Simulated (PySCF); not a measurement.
# C2H9InS (SMILES [CH3][InH-]([CH3])[SH2+]) at 6 levels

Wanted: a comparison of 6 runs (HF/STO-3G, HF/3-21G, HF/def2-SVP, SVWN5/STO-3G, PBE0/def2-SVP, TPSS/def2-SVPD) of C2H9InS. 

The results are computed with PySCF 2.14.0.

2 further runs of the same task are left out: 2 set aside as unsound or not needed.

## (1) The system as given

The species is C2H9InS (13 atoms), meant as a singlet with charge 0. SMILES: `[CH3][InH-]([CH3])[SH2+]`. Geometry: relaxed at PBE0-D4/def2-TZVP. This is one conformer, not always the lowest.

Bond lengths: C1–In2 2.171 Å, In2–C3 2.166 Å, In2–S4 2.901 Å, C1–H5 1.093 Å, C1–H6 1.092 Å, C1–H7 1.092 Å, In2–H8 1.741 Å, C3–H9 1.093 Å, C3–H10 1.092 Å, C3–H11 1.091 Å, S4–H12 1.343 Å, S4–H13 1.343 Å. Some angles: C1–In2–C3 119.4°, C1–In2–S4 94.3°, C3–In2–S4 95.4°, C1–In2–H8 119.0°, C3–In2–H8 120.2°, S4–In2–H8 92.5°, In2–C1–H5 110.0°, In2–C1–H6 111.1°, In2–C1–H7 111.4°, In2–C3–H9 109.9°.

## (2) Energy and forces at HF/STO-3G (run 1)

input.py

```python
from pyscf import gto, scf

system = gto.M(
    atom=[
    ('C', (-0.644200, 1.746300, -0.466900)),
    ('In', (-0.379700, -0.398400, -0.675300)),
    ('C', (1.622400, -1.212500, -0.816300)),
    ('S', (-0.694600, -0.935200, 2.158500)),
    ('H', (-0.619700, 2.222800, -1.450300)),
    ('H', (0.155100, 2.185400, 0.134300)),
    ('H', (-1.605200, 1.986100, -0.007400)),
    ('H', (-1.754800, -1.380700, -1.092300)),
    ('H', (1.959100, -1.192600, -1.855700)),
    ('H', (2.329200, -0.627400, -0.224700)),
    ('H', (1.649000, -2.249100, -0.476300)),
    ('H', (-0.085200, 0.190500, 2.565900)),
    ('H', (-1.911200, -0.369900, 2.221300)),
],
    max_memory=1860,
    charge=0,
    verbose=3,
    basis='sto-3g',
)

mf = scf.RHF(system)
mf.conv_tol = 1e-10
mf.kernel()
if not mf.converged:
    mf = mf.newton().run(mf.mo_coeff, mf.mo_occ)

e_tot = mf.e_tot
print(f'total energy: {e_tot:.8f} hartree')
grad = mf.nuc_grad_method().kernel()
mf.analyze()
```

Run with:

```bash
$ OMP_NUM_THREADS=1 python input.py
```

Standard output:

```text
converged SCF energy = -6156.11030770148
[... 15 lines left out ...]
MO #6   energy= -90.8560838263421  occ= 2
[... 6 lines left out ...]
MO #13  energy= -16.5324053685715  occ= 2
[... 6 lines left out ...]
MO #20  energy= -6.38044996320527  occ= 2
[... 6 lines left out ...]
MO #27  energy= -0.838891156950525 occ= 2
[... 6 lines left out ...]
MO #34  energy= -0.503936543884896 occ= 2
[... 6 lines left out ...]
MO #41  energy= -0.330461729162296 occ= 2
[... 6 lines left out ...]
MO #48  energy= 0.551550198373863  occ= 0
[... 6 lines left out ...]
MO #55  energy= 0.801200897734578  occ= 0
[... 14 lines left out ...]
Dipole moment(X, Y, Z, Debye): -0.97120,  0.37589,  2.97550
```

It took 21 s on 1 thread of Intel Xeon at 2.50GHz (Skylake/Cascade Lake), shared host; peak memory 0.13 GiB.

## (3) Energy and forces at HF/3-21G (run 2)

mol.xyz

```xyz
13

C     -0.644200     1.746300    -0.466900
In    -0.379700    -0.398400    -0.675300
C      1.622400    -1.212500    -0.816300
S     -0.694600    -0.935200     2.158500
H     -0.619700     2.222800    -1.450300
H      0.155100     2.185400     0.134300
H     -1.605200     1.986100    -0.007400
H     -1.754800    -1.380700    -1.092300
H      1.959100    -1.192600    -1.855700
H      2.329200    -0.627400    -0.224700
H      1.649000    -2.249100    -0.476300
H     -0.085200     0.190500     2.565900
H     -1.911200    -0.369900     2.221300
```

job.py

```python
import pyscf.grad
from pyscf import gto, scf

system = gto.Mole()
system.atom = 'mol.xyz'
system.basis = '3-21g'
system.spin = 0
system.verbose = 4
system.max_memory = 1860
system.charge = 0
system.build()

hf = scf.RHF(system)
hf.conv_tol = 1e-10
hf.kernel()
if not hf.converged:
    hf = hf.newton().run(hf.mo_coeff, hf.mo_occ)

energy = hf.e_tot
print('E(%s) = %.9f' % ('HF', energy))
grad = hf.Gradients().kernel()
dip = hf.dip_moment()
pop, q = hf.mulliken_pop()
```

Run with:

```bash
$ OMP_NUM_THREADS=1 python job.py
```

Standard output:

```text
PySCF version 2.14.0

[... 67 lines left out ...]
converged SCF energy = -6190.79957253298
[... 12 lines left out ...]
Dipole moment(X, Y, Z, Debye): -0.44842,  1.47760,  2.31834
[... 94 lines left out ...]
charge of   12H =      0.12156
```

Run time: 24 s. Hardware: 1 thread of Intel Xeon at 2.50GHz (Skylake/Cascade Lake), shared host; peak memory 0.15 GiB.

Runs 3 to 5 aren't shown in full; the table further down has their settings and results.

## (4) Energy and forces at TPSS/def2-SVPD (core potential) (run 6)

run.py

```python
from pyscf import gto, dft

mol = gto.M(
    atom='''
C     -1.217362     3.300029    -0.882313
In    -0.717529    -0.752867    -1.276132
C      3.065892    -2.291293    -1.542583
S     -1.312604    -1.767272     4.078974
H     -1.171063     4.200483    -2.740670
H      0.293097     4.129807     0.253790
H     -3.033388     3.753185    -0.013984
H     -3.316091    -2.609145    -2.064148
H      3.702162    -2.253687    -3.506765
H      4.401550    -1.185614    -0.424621
H      3.116158    -4.250183    -0.900077
H     -0.161005     0.359993     4.848848
H     -3.611645    -0.699010     4.197649
''',
    ecp={'In': 'def2-svp'},
    charge=0,
    verbose=4,
    max_memory=1860,
    basis='def2-svpd',
    unit='bohr',
)

mf = dft.RKS(mol, xc='tpss')
mf.grids.level = 5
mf.conv_tol = 1e-10
mf.kernel()
if not mf.converged:
    mf = mf.newton().run(mf.mo_coeff, mf.mo_occ)

e_final = mf.e_tot
print(f'total energy: {e_final:.8f} hartree')
grad = mf.nuc_grad_method().kernel()
mf.analyze()
```

Run with:

```bash
$ OMP_NUM_THREADS=1 python run.py
```

Standard output:

```text
PySCF version 2.14.0

[... 115 lines left out ...]
MO #3   energy= -9.97245347266859  occ= 2
[... 20 lines left out ...]
MO #24  energy= -0.34324935298253  occ= 2
[... 20 lines left out ...]
MO #45  energy= 0.106959075430731  occ= 0
[... 20 lines left out ...]
MO #66  energy= 0.288796645512369  occ= 0
[... 20 lines left out ...]
MO #87  energy= 0.435639792244498  occ= 0
[... 20 lines left out ...]
MO #108 energy= 0.814654330827825  occ= 0
[... 20 lines left out ...]
MO #129 energy= 1.20085511452763   occ= 0
[... 20 lines left out ...]
MO #150 energy= 2.01484679781853   occ= 0
[... 20 lines left out ...]
MO #171 energy= 61.133268767903    occ= 0
[... 187 lines left out ...]
Dipole moment(X, Y, Z, Debye): -0.16174,  0.82059,  2.40785
```

It took 7.5 min on 1 thread of Intel Xeon at 2.50GHz (Skylake/Cascade Lake), shared host; peak memory 2.2 GiB.

## (5) All runs side by side

| run | level | core potential | integration grid | energy (Eh) | dipole moment (D) | HOMO energy (eV) | LUMO energy (eV) | wall time |
| --- | --- | --- | --- | --- | --- | --- | --- | --- |
| 1 | HF/STO-3G | – | – | -6156.110308 | 3.15 | -7.31 | 8.17 | 21 s |
| 2 | HF/3-21G | – | – | -6190.799573 | 2.79 | -9.47 | 2.79 | 24 s |
| 3 | HF/def2-SVP (core potential) | def2-svp | – | -667.499726 | 2.76 | -9.51 | 2.73 | 66 s |
| 4 | SVWN5/STO-3G | – | 5 | -6151.486894 | 3.91 | -1.52 | 3.19 | 51 s |
| 5 | PBE0/def2-SVP (core potential) | def2-svp | 5 | -669.494213 | 2.86 | -6.77 | 0.07 | 3.3 min |
| 6 | TPSS/def2-SVPD (core potential) | def2-svp | 5 | -669.719124 | 2.55 | -5.79 | -1.06 | 7.5 min |

## (6) What came out

```
                       quantity          value
            run 6: total energy  -669.71912 Eh
           run 6: dipole moment         2.55 D
             run 6: HOMO energy       -5.79 eV
             run 6: LUMO energy       -1.06 eV
           run 6: HOMO–LUMO gap        4.74 eV
run 6: largest force on an atom     0.453 eV/Å
```

**Reading.** The dipole moment (its size) runs from 2.55 D (TPSS/def2-SVPD) to 3.91 D (SVWN5/STO-3G). The two ends differ in method and basis and core potential. The HOMO–LUMO gap runs from 4.71 eV (SVWN5/STO-3G) to 15.48 eV (HF/STO-3G). Exact exchange widens orbital gaps. Totals of different functionals can't be ranked against each other. Some runs of one species differ in core potentials or relativity; totals across that change don't compare. In runs 1, 4 the basis is minimal, so the values are rough. In runs 1, 2, 4 relativity is left out where basis or elements ask for it. All runs together took 13 min, the longest 7.5 min.
